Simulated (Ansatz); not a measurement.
**CH6BSb: a ladder of functionals and wavefunction methods**

How much do the methods differ for CH6BSb? The plan is to run it at one geometry with functionals of several rungs and with coupled cluster. The yardstick is the atomisation energy at the CCSD(T) limit.

Computed with Ansatz 0.2.0, Gaussian basis. Level: functionals in def2-TZVPP, the program's frozen cores in correlated methods.

The runs, in order: LDA (SPW92), PBE-D4, revPBE-D4, BLYP-D4, r2SCAN-D4, B97M-V, PBE0-D4, B3LYP-D4, r2SCANh-D4, r2SCAN0-D4, HSE06-D4, BHLYP-D4, CAM-B3LYP-D4, LC-ωPBE, ωB97X-V, ωB97M-V, B2PLYP, PBE-QIDH; CCSD(T)/def2-SVP; CCSD(T)/def2-TZVPP; MP2/def2-QZVPP; extrapolation to the limit; RPA on PBE.

1 further run of the same task is left out (for a known fault of the program).

### Step 1. The geometry

The geometry comes from an earlier relaxation with PBE0-D4 in a triple-zeta def2 set; it is a stationary point, not always the lowest conformer. Sb takes the def2 core potential; no spin-orbit term is included.

SMILES `C[BH][SbH2]`, 9 atoms, charge 0, spin multiplicity 1.

Atoms are counted from 1 here; the program's logs count them from 0.

Bond lengths: C1–B2 1.551 Å, C1–H4 1.102 Å, C1–H5 1.095 Å, C1–H6 1.091 Å, B2–Sb3 2.227 Å, B2–H7 1.199 Å, Sb3–H8 1.703 Å, Sb3–H9 1.705 Å. Angles: B2–C1–H4 105.1°, B2–C1–H5 112.5°, B2–C1–H6 116.5°, H4–C1–H5 104.9°, H4–C1–H6 107.2°, H5–C1–H6 109.8°, C1–B2–Sb3 123.7°, C1–B2–H7 119.7°, Sb3–B2–H7 116.5°, B2–Sb3–H8 95.0°, B2–Sb3–H9 95.1°, H8–Sb3–H9 94.0°.

### Step 2. LDA

This LDA is Slater exchange with PW92 correlation.

Contents of in.yaml:

```yaml
crystal:
  periodic: [false, false, false]
  atoms:
    - {symbol: C, position_ang: [-0.696545, 0.976654, -0.600458]}
    - {symbol: B, position_ang: [0.386180, -0.132177, -0.547035]}
    - {symbol: Sb, position_ang: [1.415246, -0.767032, 1.323686]}
    - {symbol: H, position_ang: [-1.637767, 0.449265, -0.824524]}
    - {symbol: H, position_ang: [-0.551655, 1.662636, -1.441476]}
    - {symbol: H, position_ang: [-0.856675, 1.545286, 0.316368]}
    - {symbol: H, position_ang: [0.752715, -0.653490, -1.562157]}
    - {symbol: H, position_ang: [1.257968, -2.435018, 1.019162]}
    - {symbol: H, position_ang: [0.019032, -0.692423, 2.299233]}
basis:
  gaussian: {orbitals: def2-TZVPP}
hamiltonian: {xc: lda}
output: {orbitals: {seedname: orbitals}}
```

Command:

```sh
$ ansatz run in.yaml --threads 2 --pin off --events-out ev --progress --plain --max-ram 4352MiB
```

The runs that follow: PBE-D4 (GGA); revPBE-D4 (GGA); BLYP-D4 (GGA); r2SCAN-D4 (meta-GGA); B97M-V (meta-GGA); PBE0-D4 (hybrid); B3LYP-D4 (hybrid); r2SCANh-D4 (hybrid); r2SCAN0-D4 (hybrid); HSE06-D4 (hybrid); BHLYP-D4 (hybrid); CAM-B3LYP-D4 (range-separated); LC-ωPBE (range-separated); ωB97X-V (range-separated); ωB97M-V (range-separated); B2PLYP (double hybrid); PBE-QIDH (double hybrid); CCSD(T) in def2-SVP; CCSD(T) in def2-TZVPP; MP2 in def2-QZVPP; RPA on PBE orbitals.

Before running them: what should the planned runs give, taken together? Wanted: atomisation energy, CCSD(T)/CBS; farthest beyond LDA; mean size of error, GGA; mean size of error, meta-GGA; mean size of error, hybrid; mean size of error, range-separated; mean size of error, double hybrid; gap, smallest and largest; T1 diagnostic.

The runs gave:

```
                               quantity                                                                                                                                          value
        atomisation energy, CCSD(T)/CBS                                                                                                                                  2826.2 kJ/mol
 functionals within 28.3 kJ/mol (1.0 %)  revPBE-D4, BLYP-D4, r2SCAN-D4, PBE0-D4, B3LYP-D4, r2SCANh-D4, r2SCAN0-D4, HSE06-D4, CAM-B3LYP-D4, LC-ωPBE, ωB97X-V, ωB97M-V, B2PLYP, PBE-QIDH
                    farthest beyond LDA                                                                                                                          B97M-V (+40.4 kJ/mol)
                mean size of error, GGA                                                                                                                                    22.5 kJ/mol
           mean size of error, meta-GGA                                                                                                                                    25.6 kJ/mol
             mean size of error, hybrid                                                                                                                                    14.1 kJ/mol
    mean size of error, range-separated                                                                                                                                    22.0 kJ/mol
      mean size of error, double hybrid                                                                                                                                    23.5 kJ/mol
              gap, smallest and largest                                                                                                       3.19 eV (LDA (SPW92)), 9.86 eV (LC-ωPBE)
                          T1 diagnostic                                                                                                                                         0.0139
triples share of the correlation energy                                                                                                                                          3.2 %
```

In words: The LDA atomisation energy is off by 380.1 kJ/mol (13 %): it overbinds. PBE-D4 misses by +36.1 kJ/mol. Double hybrids carry the basis error of their MP2 part in triple zeta, and no dispersion term here, so their miss is partly the set-up's. The rungs hybrid, range-separated, GGA, double hybrid, meta-GGA miss on average by less than the doubt on the reference (28.3 kJ/mol), so they tie. Misses under about 28.3 kJ/mol are within the doubt on the reference itself, which lacks core-valence correlation, spin-orbit coupling and higher excitations, and its outer-core shells are covered unevenly. All levels share the lack of spin-orbit coupling, which lowers the free heavy atoms and so the true binding. Hartree-Fock recovers 74 % of the binding; the rest is correlation. CCSD(T) in def2-SVP is off by -163.2 kJ/mol, so the small basis spoils what the method gains. The gap grows from 3.2 to 9.9 eV across the functionals, mostly with the share of exact exchange. Correlated methods include outer-core shells of Sb, which these sets cover unevenly.
